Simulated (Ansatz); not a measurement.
**C2H6AlFO: one species, many methods**

The task here is to estimate one member of a computed series from the others.

Computed with Ansatz 0.2.0, Gaussian basis. Level: functionals in def2-TZVPP, the program's frozen cores in correlated methods.

Plan: LDA (SPW92), PBE-D4, revPBE-D4, BLYP-D4, r2SCAN-D4, B97M-V, PBE0-D4, B3LYP-D4, r2SCANh-D4, r2SCAN0-D4, HSE06-D4, BHLYP-D4, CAM-B3LYP-D4, LC-ωPBE, ωB97X-V, ωB97M-V, B2PLYP, PBE-QIDH; CCSD(T)/def2-SVP; CCSD(T)/def2-TZVPP; MP2/def2-QZVPP; extrapolation to the limit; RPA on PBE.

### The geometry

The geometry comes from an earlier relaxation with PBE0-D4 in a triple-zeta def2 set; it is a stationary point, not always the lowest conformer.

11 atoms, charge 0, spin multiplicity 1.

Atoms are counted from 1 here; the program's logs count them from 0.

Bond lengths: O1–C2 1.524 Å, O1–Al3 1.953 Å, O1–H6 0.967 Å, C2–Al3 1.934 Å, C2–H7 1.088 Å, C2–H8 1.087 Å, Al3–C4 1.995 Å, Al3–H9 1.583 Å, C4–F5 1.424 Å, C4–H10 1.095 Å, C4–H11 1.095 Å. Angles: C2–O1–Al3 66.3°, C2–O1–H6 108.3°, Al3–O1–H6 108.0°, O1–C2–Al3 67.6°, O1–C2–H7 109.2°, O1–C2–H8 106.2°, Al3–C2–H7 123.0°, Al3–C2–H8 124.9°, H7–C2–H8 110.9°, O1–Al3–C2 46.2°, O1–Al3–C4 99.3°, O1–Al3–H9 118.0°, C2–Al3–C4 111.0°, C2–Al3–H9 125.4°, C4–Al3–H9 123.7°, Al3–C4–F5 106.1°, Al3–C4–H10 115.8°, Al3–C4–H11 114.6° and more.

The first run:

in.yaml reads:

```yaml
crystal:
  periodic: [false, false, false]
  atoms:
    - {symbol: O, position_ang: [-1.354802, -0.272921, 0.618474]}
    - {symbol: C, position_ang: [-0.594030, 0.900498, 1.223230]}
    - {symbol: Al, position_ang: [0.582548, -0.520614, 0.643637]}
    - {symbol: C, position_ang: [0.947911, -0.391084, -1.313656]}
    - {symbol: F, position_ang: [-0.181609, 0.262390, -1.884401]}
    - {symbol: H, position_ang: [-1.613354, -0.035065, -0.282441]}
    - {symbol: H, position_ang: [-0.781682, 1.792892, 0.630239]}
    - {symbol: H, position_ang: [-0.974694, 1.018885, 2.234153]}
    - {symbol: H, position_ang: [1.173987, -1.656816, 1.573677]}
    - {symbol: H, position_ang: [1.824319, 0.200441, -1.597128]}
    - {symbol: H, position_ang: [1.036804, -1.355608, -1.825085]}
basis:
  gaussian: {orbitals: def2-TZVPP}
hamiltonian: {xc: lda}
output: {orbitals: {seedname: orbitals}}
```

Among the steps run: LDA; PBE-D4 (GGA); revPBE-D4 (GGA); BLYP-D4 (GGA); r2SCAN-D4 (meta-GGA); B97M-V (meta-GGA); PBE0-D4 (hybrid); B3LYP-D4 (hybrid); r2SCANh-D4 (hybrid); r2SCAN0-D4 (hybrid); HSE06-D4 (hybrid); BHLYP-D4 (hybrid); CAM-B3LYP-D4 (range-separated); LC-ωPBE (range-separated); ωB97X-V (range-separated); ωB97M-V (range-separated); B2PLYP (double hybrid); PBE-QIDH (double hybrid).

One table of the session follows, with a row left open; its other results are not shown here.

It belongs to the step «Orbital energies across the functionals». 

| functional | HOMO (eV) | gap (eV) |
| --- | --- | --- |
| LDA (SPW92) | -6.11 | 4.81 |
| PBE-D4 | -5.97 | 4.90 |
| revPBE-D4 | -5.91 | 4.95 |
| BLYP-D4 | -5.87 | 4.88 |
| r2SCAN-D4 | -6.23 | 5.56 |
| B97M-V | -6.33 | 5.43 |
| PBE0-D4 | -7.30 | 7.05 |
| B3LYP-D4 | -7.10 | 6.60 |
| r2SCANh-D4 | -6.73 | 6.33 |
| r2SCAN0-D4 | -7.48 | 7.47 |
| HSE06-D4 | -6.89 | 6.28 |
| BHLYP-D4 | -8.58 | 9.05 |
| CAM-B3LYP-D4 | ? | ? |
| LC-ωPBE | -10.11 | 11.89 |
| ωB97X-V | -9.74 | 11.36 |
| ωB97M-V | -9.61 | 10.87 |

Q: Estimate the row for CAM-B3LYP-D4 from the others.

**Answer.** HOMO (eV): -8.74; gap (eV): 9.36. In the column «HOMO (eV)» it lies between ωB97M-V (-9.61) and BHLYP-D4 (-8.58).
